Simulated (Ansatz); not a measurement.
**FH6PSi2: a spread of methods and bases**

Aim: run FH6PSi2 under a spread of inputs, and see what each costs and gives.

Program: Ansatz 0.2.0, Gaussian basis. Level of theory: the settings change from run to run. These are calculated values, not measurements.

## Step 1: The molecule

An earlier PBE0-D4 in a triple-zeta def2 set relaxation fixed the geometry.

SMILES `F[SiH2]P[SiH3]`, 10 atoms, charge 0, spin multiplicity 1.

Atoms are counted from 1 here; the program's logs count them from 0.

Bond lengths: F1–Si2 1.602 Å, Si2–P3 2.240 Å, Si2–H5 1.485 Å, Si2–H6 1.484 Å, P3–Si4 2.254 Å, P3–H7 1.424 Å, Si4–H8 1.486 Å, Si4–H9 1.485 Å, Si4–H10 1.485 Å. Angles: F1–Si2–P3 107.7°, F1–Si2–H5 106.8°, F1–Si2–H6 108.4°, P3–Si2–H5 114.5°, P3–Si2–H6 109.0°, H5–Si2–H6 110.1°, Si2–P3–Si4 96.1°, Si2–P3–H7 91.9°, Si4–P3–H7 94.9°, P3–Si4–H8 113.0°, P3–Si4–H9 107.2°, P3–Si4–H10 108.8°, H8–Si4–H9 109.2°, H8–Si4–H10 109.2°, H9–Si4–H10 109.3°.

## Step 2: PBE-QIDH/6-31G*

Options: charge +1, multiplicity 2.

File in.yaml:

```yaml
crystal:
  periodic: [false, false, false]
  atoms:
    - {symbol: F, position_ang: [-1.658695, 0.472306, 1.997380]}
    - {symbol: Si, position_ang: [-1.029045, 1.110825, 0.670047]}
    - {symbol: P, position_ang: [1.136821, 0.544894, 0.602251]}
    - {symbol: Si, position_ang: [0.852747, -1.356162, -0.575298]}
    - {symbol: H, position_ang: [-1.834524, 0.606448, -0.471516]}
    - {symbol: H, position_ang: [-1.140688, 2.587845, 0.760963]}
    - {symbol: H, position_ang: [1.362659, 1.362697, -0.540885]}
    - {symbol: H, position_ang: [0.054960, -1.158890, -1.813642]}
    - {symbol: H, position_ang: [0.151812, -2.321307, 0.309621]}
    - {symbol: H, position_ang: [2.187153, -1.899856, -0.936022]}
basis:
  gaussian: {orbitals: "6-31G*"}
total_charge: 1
magnetization: {spin_polarized: true, initial_magnetization: 1}
hamiltonian: {xc: {name: PBE-QIDH}}
output: {forces: true}
```

The run is started by

```bash
> ansatz run in.yaml --threads 2 --pin off --events-out ev --progress --plain --max-ram 4352MiB
```

Standard output (excerpt; [...] marks lines left out):

```text
Functional definition: PBE-QIDH
  name "PBE-QIDH"
  cite "Brémond, Sancho-García, Pérez-Jiménez & Adamo, J. Chem. Phys. 141, 031101 (2014) doi:10.1063/1.4890314"
  cite "Perdew, Burke & Ernzerhof, Phys. Rev. Lett. 77, 3865 (1996) doi:10.1103/PhysRevLett.77.3865"
[...]
814 factors; integrals over basis functions are off by at most 8.3e-4 eV
[...]
mean field -27822.50149599 eV, -1022.4580712088 hartree, gradient 7.3e-6 eV, S^2 0.757048; 2 other end points of the search recorded, 0 dependent functions left out
16 core orbitals not correlated: weight in the atoms' cores, before any rotation towards them, 1.000 or more for the frozen orbitals, at most 0.000 for the correlated occupied ones
reference -27822.50150844 eV, -1022.4580716663 hartree; 13, 12 occupied and 55, 56 virtual orbitals, 814 factors
second order -12.93918160 eV of doubles, -0.00000000 eV of singles
[...]
Total energy: -27826.81456897 eV, -1022.6165737174 hartree
Atom 0 at    -1.658695     0.472306     1.997380 Å, force     0.440179    -0.029881    -0.374996 eV/Å
Atom 1 at    -1.029045     1.110825     0.670047 Å, force    -2.263054     1.367047     1.804407 eV/Å
Atom 2 at     1.136821     0.544894     0.602251 Å, force    -0.879932     0.150372    -1.969164 eV/Å
Atom 3 at     0.852747    -1.356162    -0.575298 Å, force     0.910343    -2.487238    -0.213573 eV/Å
Atom 4 at    -1.834524     0.606448    -0.471516 Å, force     0.821747    -0.284095    -0.173323 eV/Å
Atom 5 at    -1.140688     2.587845     0.760963 Å, force     0.367943    -0.299398    -0.132731 eV/Å
Atom 6 at     1.362659     1.362697    -0.540885 Å, force     0.669265     0.149892     0.604435 eV/Å
Atom 7 at     0.054960    -1.158890    -1.813642 Å, force     0.054188     0.723822     0.294211 eV/Å
Atom 8 at     0.151812    -2.321307     0.309621 Å, force     0.056277     0.425460     0.039650 eV/Å
Atom 9 at     2.187153    -1.899856    -0.936022 Å, force    -0.176956     0.284019     0.121084 eV/Å
Dipole moment:     0.639598     0.195404    -0.530511 e Å
```

Wall time 12 s (2 threads of Arm Neoverse V1, shared host).

Largest force 3.201 eV/Å, ⟨S²⟩ 0.757.

## Step 3: LC-wPBE/x2c-TZVPPall

Options: finite nuclei.

in.yaml, as its differences from that of step 2:

```diff
@@ -14,6 +14,3 @@
 basis:
-  gaussian: {orbitals: "6-31G*"}
-total_charge: 1
-magnetization: {spin_polarized: true, initial_magnetization: 1}
-hamiltonian: {xc: {name: PBE-QIDH}}
-output: {forces: true}
+  gaussian: {orbitals: x2c-TZVPPall, nuclear_model: gaussian}
+hamiltonian: {xc: {name: LC-wPBE}}
```

Launched as before.

Standard output (excerpt; [...] marks lines left out):

```text
Functional definition: LC-wPBE
  name "LC-wPBE"
  cite "Vydrov & Scuseria, J. Chem. Phys. 125, 234109 (2006) doi:10.1063/1.2409292"
  cite "Heyd & Scuseria, J. Chem. Phys. 120, 7274 (2004) doi:10.1063/1.1668634"
  cite "Ernzerhof & Perdew, J. Chem. Phys. 109, 3313 (1998) doi:10.1063/1.476928"
  cite "Perdew, Burke & Ernzerhof, Phys. Rev. Lett. 77, 3865 (1996) doi:10.1103/PhysRevLett.77.3865"
  parent pbe
[...]
1408 factors; their error is unknown
442 factors; integrals over basis functions are off by at most 2.8e-5 eV
[...]
mean field -27911.45198946 eV, -1025.7269415511 hartree, gradient 3.1e-5 eV, S^2 0.000000; 0 other end points of the search recorded, 0 dependent functions left out
reference -27911.45198947 eV, -1025.7269415514 hartree; 29, 29 occupied and 212, 212 virtual orbitals, 1408 factors
Total energy: -27911.45198947 eV, -1025.7269415514 hartree
Relativity: scalar
```

It took 4.7 s on 2 threads of Arm Neoverse V1, shared host.

## Step 4: SPW92/def2-mTZVP

This run has unrestricted orbitals, high accuracy.

in.yaml, as its differences from that of step 3:

```diff
@@ -14,3 +14,6 @@
 basis:
-  gaussian: {orbitals: x2c-TZVPPall, nuclear_model: gaussian}
-hamiltonian: {xc: {name: LC-wPBE}}
+  gaussian: {orbitals: def2-mTZVP}
+magnetization: {spin_polarized: true, initial_magnetization: 0}
+hamiltonian: {xc: {name: SPW92}}
+accuracy: high
+output: {forces: true}
```

Same command.

Standard output (excerpt; [...] marks lines left out):

```text
Functional definition: SPW92
  name "SPW92"
  cite "Dirac, Proc. Camb. Phil. Soc. 26, 376 (1930) doi:10.1017/S0305004100016108"
  cite "Slater, Phys. Rev. 81, 385 (1951) doi:10.1103/PhysRev.81.385"
  cite "Perdew & Wang, Phys. Rev. B 45, 13244 (1992) doi:10.1103/PhysRevB.45.13244"
[...]
2109 factors; integrals over basis functions are off by at most 1.4e-8 eV
[...]
mean field -27745.34954138 eV, -1019.6227891725 hartree, gradient 3.5e-8 eV, S^2 0.000000; 0 other end points of the search recorded, 0 dependent functions left out
[...]
reference -27745.34954566 eV, -1019.6227893298 hartree; 29, 29 occupied and 74, 74 virtual orbitals, 2109 factors
Total energy: -27745.34954566 eV, -1019.6227893298 hartree
Atom 0 at    -1.658695     0.472306     1.997380 Å, force    -0.117288    -0.128148     0.250457 eV/Å
Atom 1 at    -1.029045     1.110825     0.670047 Å, force     0.262504    -0.015199    -0.078977 eV/Å
Atom 2 at     1.136821     0.544894     0.602251 Å, force    -0.097416    -0.192325     0.238428 eV/Å
Atom 3 at     0.852747    -1.356162    -0.575298 Å, force     0.047570     0.198503     0.127084 eV/Å
Atom 4 at    -1.834524     0.606448    -0.471516 Å, force    -0.119801    -0.090220    -0.174785 eV/Å
Atom 5 at    -1.140688     2.587845     0.760963 Å, force    -0.000167     0.204636     0.008063 eV/Å
Atom 6 at     1.362659     1.362697    -0.540885 Å, force     0.079168     0.211703    -0.253342 eV/Å
Atom 7 at     0.054960    -1.158890    -1.813642 Å, force    -0.126598     0.014101    -0.179048 eV/Å
Atom 8 at     0.151812    -2.321307     0.309621 Å, force    -0.090138    -0.120469     0.107347 eV/Å
Atom 9 at     2.187153    -1.899856    -0.936022 Å, force     0.162165    -0.082583    -0.045226 eV/Å
Dipole moment:     0.065226     0.090068    -0.415097 e Å
```

Run time: 6 s. Hardware: 2 threads of Arm Neoverse V1, shared host.

Largest force 0.340 eV/Å, dipole 2.06 D, ⟨S²⟩ 0.000.

## Step 5: RPBE/6-31++G**

Set apart from the defaults: a point charge of 1.00 e beside it, D3(BJ) with three-body dispersion, high accuracy.

in.yaml, as its differences from that of step 4:

```diff
@@ -14,6 +14,4 @@
 basis:
-  gaussian: {orbitals: def2-mTZVP}
-magnetization: {spin_polarized: true, initial_magnetization: 0}
-hamiltonian: {xc: {name: SPW92}}
+  gaussian: {orbitals: "6-31++G**", point_charges: [{charge: 1.00, position_ang: [5.366, 0.692, 0.858]}]}
+hamiltonian: {xc: {name: RPBE}, dispersion: d3bjatm}
 accuracy: high
-output: {forces: true}
```

Launched as before.

Standard output:

```text
Functional definition: RPBE
  name "RPBE"
  cite "Hammer, Hansen & Nørskov, Phys. Rev. B 59, 7413 (1999) doi:10.1103/PhysRevB.59.7413"
  cite "Perdew, Burke & Ernzerhof, Phys. Rev. Lett. 77, 3865 (1996) doi:10.1103/PhysRevLett.77.3865"
  parameter kappa = 0.804
  parameter beta = 0.06672455060314922
  exchange = rpbe_x(kappa = kappa, mu = beta*pi^2/3)
  correlation = pbe_c(beta = beta)
2589 factors; integrals over basis functions are off by at most 4.1e-9 eV
mean field evaluation 1: about -27853.6908 eV, gradient 3.6e1 eV
mean field evaluation 2: about -27849.5472 eV, gradient 6.6e1 eV
mean field evaluation 4: about -27856.6193 eV, gradient 2.7e0 eV
mean field evaluation 8: about -27856.6382 eV, gradient 6.4e-2 eV
mean field evaluation 16: about -27856.6382 eV, gradient 2.5e-6 eV
mean field -27856.63822993 eV, -1023.7125730424 hartree, gradient 1.1e-8 eV, S^2 0.000000; 0 other end points of the search recorded, 0 dependent functions left out
reference -27856.63823690 eV, -1023.7125732985 hartree; 29, 29 occupied and 95, 95 virtual orbitals, 2589 factors
Total energy: -27858.29736148 eV, -1023.7735450021 hartree
```

Wall time 8.5 s (2 threads of Arm Neoverse V1, shared host).

## Step 6: BHLYP/x2c-TZVPPall

Set apart from the defaults: D3(BJ) dispersion.

in.yaml, as its differences from that of step 5:

```diff
@@ -14,4 +14,4 @@
 basis:
-  gaussian: {orbitals: "6-31++G**", point_charges: [{charge: 1.00, position_ang: [5.366, 0.692, 0.858]}]}
-hamiltonian: {xc: {name: RPBE}, dispersion: d3bjatm}
-accuracy: high
+  gaussian: {orbitals: x2c-TZVPPall}
+hamiltonian: {xc: {name: BHLYP}, dispersion: d3bj}
+output: {forces: true}
```

The command is unchanged.

Standard output (excerpt; [...] marks lines left out):

```text
Functional definition: BHLYP
  name "BHLYP"
  cite "Becke, J. Chem. Phys. 98, 1372 (1993) doi:10.1063/1.464304"
  cite "Becke, Phys. Rev. A 38, 3098 (1988) doi:10.1103/PhysRevA.38.3098"
  cite "Lee, Yang & Parr, Phys. Rev. B 37, 785 (1988) doi:10.1103/PhysRevB.37.785"
[...]
1480 factors; their error is unknown
[...]
mean field -27919.28243881 eV, -1026.0147052568 hartree, gradient 2.4e-5 eV, S^2 0.000000; 0 other end points of the search recorded, 0 dependent functions left out
[...]
reference -27919.28263664 eV, -1026.0147125271 hartree; 29, 29 occupied and 212, 212 virtual orbitals, 1480 factors
Total energy: -27919.69268721 eV, -1026.0297816075 hartree
Relativity: scalar
Atom 0 at    -1.658695     0.472306     1.997380 Å, force     0.163923     0.171044    -0.367419 eV/Å
Atom 1 at    -1.029045     1.110825     0.670047 Å, force    -0.294431     0.059971     0.175835 eV/Å
Atom 2 at     1.136821     0.544894     0.602251 Å, force    -0.088566     0.137390    -0.308963 eV/Å
Atom 3 at     0.852747    -1.356162    -0.575298 Å, force     0.020990    -0.267907    -0.101454 eV/Å
Atom 4 at    -1.834524     0.606448    -0.471516 Å, force     0.174439     0.101626     0.248443 eV/Å
Atom 5 at    -1.140688     2.587845     0.760963 Å, force     0.005023    -0.314267    -0.014292 eV/Å
Atom 6 at     1.362659     1.362697    -0.540885 Å, force    -0.003368    -0.144093     0.231242 eV/Å
Atom 7 at     0.054960    -1.158890    -1.813642 Å, force     0.154653    -0.025444     0.246744 eV/Å
Atom 8 at     0.151812    -2.321307     0.309621 Å, force     0.122986     0.178775    -0.169968 eV/Å
Atom 9 at     2.187153    -1.899856    -0.936022 Å, force    -0.255649     0.102906     0.059834 eV/Å
Dipole moment:     0.097892     0.079894    -0.339754 e Å
```

It took 9 s on 2 threads of Arm Neoverse V1, shared host; peak memory 0.72 GiB.

Largest force 0.437 eV/Å, dipole 1.74 D.

## Step 7: wB97X/6-31G*

Options: charge +1, multiplicity 2, atoms shaken by 0.03 Å, a point charge of -1.00 e beside it, the search for lower states set to full.

File in.yaml:

```yaml
crystal:
  periodic: [false, false, false]
  atoms:
    - {symbol: F, position_ang: [-1.628298, 0.435527, 2.041160]}
    - {symbol: Si, position_ang: [-1.070384, 1.089658, 0.755927]}
    - {symbol: P, position_ang: [1.172638, 0.464494, 0.585202]}
    - {symbol: Si, position_ang: [0.915931, -1.368868, -0.623263]}
    - {symbol: H, position_ang: [-1.819609, 0.637393, -0.451465]}
    - {symbol: H, position_ang: [-1.082985, 2.637360, 0.711614]}
    - {symbol: H, position_ang: [1.390976, 1.383300, -0.553144]}
    - {symbol: H, position_ang: [0.041708, -1.121617, -1.805714]}
    - {symbol: H, position_ang: [0.099786, -2.302620, 0.347823]}
    - {symbol: H, position_ang: [2.175603, -1.922311, -0.921519]}
basis:
  gaussian: {orbitals: "6-31G*", point_charges: [{charge: -1.00, position_ang: [6.344, -0.726, 0.303]}]}
total_charge: 1
magnetization: {spin_polarized: true, initial_magnetization: 1}
hamiltonian: {xc: {name: wB97X}}
scf: {lower_state_search: full}
```

Launched as before.

Standard output (excerpt; [...] marks lines left out):

```text
Functional definition: wB97X
  name "wB97X"
  cite "Chai & Head-Gordon, J. Chem. Phys. 128, 084106 (2008) doi:10.1063/1.2834918"
  cite "Becke, J. Chem. Phys. 107, 8554 (1997) doi:10.1063/1.475007"
[...]
  # The coefficients of nought are those of the uniform gas.
[...]
      + exact_x_lr(omega)
[...]
      + integral(e_c_pw_opposite_spin*poly(b97_u_opposite, 1, cos1, cos2, cos3, cos4))
815 factors; integrals over basis functions are off by at most 8.4e-4 eV
264 factors; integrals over basis functions are off by at most 3.6e-6 eV
[...]
mean field -27850.52205979 eV, -1023.4878079355 hartree, gradient 6.0e-5 eV, S^2 0.754176; 5 other end points of the search recorded, 0 dependent functions left out
reference -27850.52202816 eV, -1023.4878067731 hartree; 29, 28 occupied and 55, 56 virtual orbitals, 815 factors
Total energy: -27850.52202816 eV, -1023.4878067731 hartree
```

Run time: 28 s. Hardware: 2 threads of Arm Neoverse V1, shared host.

⟨S²⟩ 0.754.

## Step 8: MP2/aug-cc-pVTZ

File in.yaml:

```yaml
crystal:
  periodic: [false, false, false]
  atoms:
    - {symbol: F, position_ang: [-1.658695, 0.472306, 1.997380]}
    - {symbol: Si, position_ang: [-1.029045, 1.110825, 0.670047]}
    - {symbol: P, position_ang: [1.136821, 0.544894, 0.602251]}
    - {symbol: Si, position_ang: [0.852747, -1.356162, -0.575298]}
    - {symbol: H, position_ang: [-1.834524, 0.606448, -0.471516]}
    - {symbol: H, position_ang: [-1.140688, 2.587845, 0.760963]}
    - {symbol: H, position_ang: [1.362659, 1.362697, -0.540885]}
    - {symbol: H, position_ang: [0.054960, -1.158890, -1.813642]}
    - {symbol: H, position_ang: [0.151812, -2.321307, 0.309621]}
    - {symbol: H, position_ang: [2.187153, -1.899856, -0.936022]}
basis:
  gaussian: {orbitals: aug-cc-pVTZ}
hamiltonian: {xc: {name: HF}}
correlation: {method: mp2}
```

Same command.

Standard output:

```text
Functional definition: HF
  name "HF"
  cite "Fock, Z. Phys. 61, 126 (1930) doi:10.1007/BF01340294"
  parent pbe
  exchange = exact_x
  correlation = 0
1870 factors; integrals over basis functions are off by at most 1.5e-3 eV
mean field evaluation 1: about -27798.9804 eV, gradient 2.9e1 eV
mean field evaluation 2: about -27799.1788 eV, gradient 2.9e1 eV
mean field evaluation 4: about -27801.5695 eV, gradient 3.3e0 eV
mean field evaluation 8: about -27801.6366 eV, gradient 1.9e-1 eV
mean field -27801.63689271 eV, -1021.6913111807 hartree, gradient 7.5e-6 eV, S^2 0.000000; 0 other end points of the search recorded, 0 dependent functions left out
16 core orbitals not correlated: weight in the atoms' cores, before any rotation towards them, 1.000 or more for the frozen orbitals, at most 0.000 for the correlated occupied ones
reference -27801.63689271 eV, -1021.6913111807 hartree; 13, 13 occupied and 305, 305 virtual orbitals, 1870 factors
second order -18.36207159 eV of doubles, -0.00000000 eV of singles
Total energy: -27819.99896429 eV, -1022.3661048652 hartree
```

Wall time 19 s (2 threads of Arm Neoverse V1, shared host); peak memory 1.3 GiB.

## Step 9: wB97X/def2-TZVPD

Set apart from the defaults: charge +1, multiplicity 2, atoms shaken by 0.03 Å.

File in.yaml:

```yaml
crystal:
  periodic: [false, false, false]
  atoms:
    - {symbol: F, position_ang: [-1.635889, 0.449965, 1.960281]}
    - {symbol: Si, position_ang: [-1.011621, 1.100204, 0.644303]}
    - {symbol: P, position_ang: [1.136622, 0.536721, 0.601809]}
    - {symbol: Si, position_ang: [0.827918, -1.362394, -0.588268]}
    - {symbol: H, position_ang: [-1.836740, 0.629044, -0.462166]}
    - {symbol: H, position_ang: [-1.143562, 2.590372, 0.739743]}
    - {symbol: H, position_ang: [1.390132, 1.381577, -0.558467]}
    - {symbol: H, position_ang: [0.032601, -1.147377, -1.790942]}
    - {symbol: H, position_ang: [0.158113, -2.345931, 0.338300]}
    - {symbol: H, position_ang: [2.211945, -1.937001, -0.912636]}
basis:
  gaussian: {orbitals: def2-TZVPD}
total_charge: 1
magnetization: {spin_polarized: true, initial_magnetization: 1}
hamiltonian: {xc: {name: wB97X}}
```

Same command.

Standard output (excerpt; [...] marks lines left out):

```text
Functional definition: wB97X
  name "wB97X"
  cite "Chai & Head-Gordon, J. Chem. Phys. 128, 084106 (2008) doi:10.1063/1.2834918"
  cite "Becke, J. Chem. Phys. 107, 8554 (1997) doi:10.1063/1.475007"
[...]
  # The coefficients of nought are those of the uniform gas.
[...]
      + exact_x_lr(omega)
[...]
      + integral(e_c_pw_opposite_spin*poly(b97_u_opposite, 1, cos1, cos2, cos3, cos4))
1346 factors; their error is unknown
478 factors; integrals over basis functions are off by at most 1.9e-5 eV
[...]
mean field -27851.84761006 eV, -1023.5365210095 hartree, gradient 4.3e-5 eV, S^2 0.756068; 2 other end points of the search recorded, 0 dependent functions left out
reference -27851.84756787 eV, -1023.5365194588 hartree; 29, 28 occupied and 194, 195 virtual orbitals, 1346 factors
Total energy: -27851.84756787 eV, -1023.5365194588 hartree
```

It took 74 s on 2 threads of Arm Neoverse V1, shared host; peak memory 1.4 GiB.

⟨S²⟩ 0.756.

## Step 10: r2SCAN0/def2-mTZVP

Options: D4 dispersion, the search for lower states set to light.

File in.yaml:

```yaml
crystal:
  periodic: [false, false, false]
  atoms:
    - {symbol: F, position_ang: [-1.658695, 0.472306, 1.997380]}
    - {symbol: Si, position_ang: [-1.029045, 1.110825, 0.670047]}
    - {symbol: P, position_ang: [1.136821, 0.544894, 0.602251]}
    - {symbol: Si, position_ang: [0.852747, -1.356162, -0.575298]}
    - {symbol: H, position_ang: [-1.834524, 0.606448, -0.471516]}
    - {symbol: H, position_ang: [-1.140688, 2.587845, 0.760963]}
    - {symbol: H, position_ang: [1.362659, 1.362697, -0.540885]}
    - {symbol: H, position_ang: [0.054960, -1.158890, -1.813642]}
    - {symbol: H, position_ang: [0.151812, -2.321307, 0.309621]}
    - {symbol: H, position_ang: [2.187153, -1.899856, -0.936022]}
basis:
  gaussian: {orbitals: def2-mTZVP}
hamiltonian: {xc: {name: r2SCAN0}, dispersion: d4}
scf: {lower_state_search: light}
output: {forces: true}
```

Launched as before.

Standard output (excerpt; [...] marks lines left out):

```text
Functional definition: r2SCAN0
  name "r2SCAN0"
  cite "Bursch, Neugebauer, Ehlert & Grimme, J. Chem. Phys. 156, 134105 (2022) doi:10.1063/5.0086040"
  cite "Furness, Kaplan, Ning, Perdew & Sun, J. Phys. Chem. Lett. 11, 8208 (2020) doi:10.1021/acs.jpclett.0c02405"
  cite "Furness, Kaplan, Ning, Perdew & Sun, J. Phys. Chem. Lett. 11, 9248 (2020) doi:10.1021/acs.jpclett.0c03077"
  parent r2scan
[...]
904 factors; integrals over basis functions are off by at most 9.1e-4 eV
[...]
mean field -27857.56494970 eV, -1023.7466293659 hartree, gradient 8.2e-5 eV, S^2 0.000000; 0 other end points of the search recorded, 0 dependent functions left out
[...]
reference -27857.56496043 eV, -1023.7466297600 hartree; 29, 29 occupied and 74, 74 virtual orbitals, 904 factors
Total energy: -27857.63696027 eV, -1023.7492757054 hartree
Atom 0 at    -1.658695     0.472306     1.997380 Å, force     0.020982     0.028670    -0.088086 eV/Å
Atom 1 at    -1.029045     1.110825     0.670047 Å, force    -0.120433     0.086554     0.109304 eV/Å
Atom 2 at     1.136821     0.544894     0.602251 Å, force    -0.097870     0.043970    -0.157766 eV/Å
Atom 3 at     0.852747    -1.356162    -0.575298 Å, force     0.077642    -0.151336     0.005675 eV/Å
Atom 4 at    -1.834524     0.606448    -0.471516 Å, force     0.075006     0.046440     0.088562 eV/Å
Atom 5 at    -1.140688     2.587845     0.760963 Å, force     0.007168    -0.137410    -0.025638 eV/Å
Atom 6 at     1.362659     1.362697    -0.540885 Å, force     0.061462     0.001854     0.055197 eV/Å
Atom 7 at     0.054960    -1.158890    -1.813642 Å, force     0.046447    -0.009664     0.074792 eV/Å
Atom 8 at     0.151812    -2.321307     0.309621 Å, force     0.037482     0.062536    -0.075307 eV/Å
Atom 9 at     2.187153    -1.899856    -0.936022 Å, force    -0.107886     0.028386     0.013266 eV/Å
Dipole moment:     0.057063     0.085537    -0.426165 e Å
```

It took 4.5 s on 2 threads of Arm Neoverse V1, shared host.

Largest force 0.191 eV/Å, dipole 2.11 D.

## Step 11: All runs side by side

```csv
level,charge,multiplicity,geometry,functions,energy (eV),time
PBE-QIDH/6-31G*,1,2,relaxed,84,-27826.815,12 s
LC-wPBE/x2c-TZVPPall,0,1,relaxed,241,-27911.452,4.7 s
SPW92/def2-mTZVP,0,1,relaxed,103,-27745.350,6 s
RPBE/6-31++G**,0,1,"relaxed, point charge",124,-27858.297,8.5 s
BHLYP/x2c-TZVPPall,0,1,relaxed,241,-27919.693,9 s
wB97X/6-31G*,1,2,"shaken, point charge",84,-27850.522,28 s
MP2/aug-cc-pVTZ,0,1,relaxed,334,-27819.999,19 s
wB97X/def2-TZVPD,1,2,shaken,223,-27851.848,74 s
r2SCAN0/def2-mTZVP,0,1,relaxed,103,-27857.637,4.5 s
```

## Step 12: What came out

| quantity | value |
| --- | --- |
| runs | 9 |
| quickest | r2SCAN0/def2-mTZVP, 4.5 s |
| slowest | wB97X/def2-TZVPD, 74 s |
| spread of total energies, same state and geometry | 174.3 eV |
| dipole, same state and geometry | 1.74 to 2.11 D |

In words: wB97X/def2-TZVPD took 17 times as long as r2SCAN0/def2-mTZVP. The jobs differ in tasks and options as well as level. The totals spread over 174 eV; they can't be compared across methods or bases. Some of these runs are scalar-relativistic and others not, which shifts the totals of all-electron atoms past neon by eV; core potentials, where a basis has them, take the core out of the total altogether. At the PBE0-D4/def2-TZVP geometry and in the same state, runs without warnings or point charges leave forces up to 0.44 eV/Å (BHLYP/x2c-TZVPPall). At that geometry and state the dipole changes by 21 % between the lowest and highest value.
